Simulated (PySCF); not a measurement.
# C2H7GeNO: the cost of one run

Programs: PySCF 2.14.0, with density-fitted response routines of our own. Each step states its level of theory. These are calculated values for one molecule in the gas phase, unless marked as measured. Atoms are numbered from 0 throughout.

**1. The molecule as given**

12 atoms, charge 0, multiplicity 1; geometry from: GFN2-xTB.

Bonds of the start (Å): C0–N1 1.45, N1–Ge2 1.82, Ge2–C3 2.00, C3–O4 1.20, C0–H5 1.09, C0–H6 1.09, C0–H7 1.09, N1–H8 1.01, Ge2–H9 1.51, Ge2–H10 1.52, C3–H11 1.11.

**2. Ultraviolet spectrum: PBE0/def2-SVPD**

The job: settings as JSON, then the geometry in Å.

```
{"job": {"kind": "uv", "xc": "PBE0", "basis": "def2-SVPD", "nstates": 8, "ntriplets": 3}, "charge": 0, "multiplicity": 1}
C     -2.003338    -0.052166    -0.008015
N     -0.617917    -0.488875     0.059455
Ge     0.776072     0.678657    -0.016859
C      2.376942    -0.510133    -0.130504
O      3.461433    -0.250824     0.304928
H     -2.080868     0.728011    -0.763520
H     -2.378721     0.349809     0.938464
H     -2.637614    -0.888998    -0.305043
H     -0.519519    -1.241927     0.729176
H      0.515792     1.452100    -1.283421
H      0.908721     1.700983     1.099983
H      2.200216    -1.477322    -0.650670
```

With the program's defaults for keys left out, this is: TDDFT PBE0/def2-SVPD, vertical, gas phase, core orbitals frozen in the response.

Command:

```bash
$ OMP_NUM_THREADS=1 python probes_run.py task.json out
```

This one command runs all jobs of the session in turn.

**Question.** How long does this first job take on 1 thread of Intel Xeon at 2.50GHz, shared host, and how much memory does it need?

About 48 s, with a peak of 0.7 GiB.
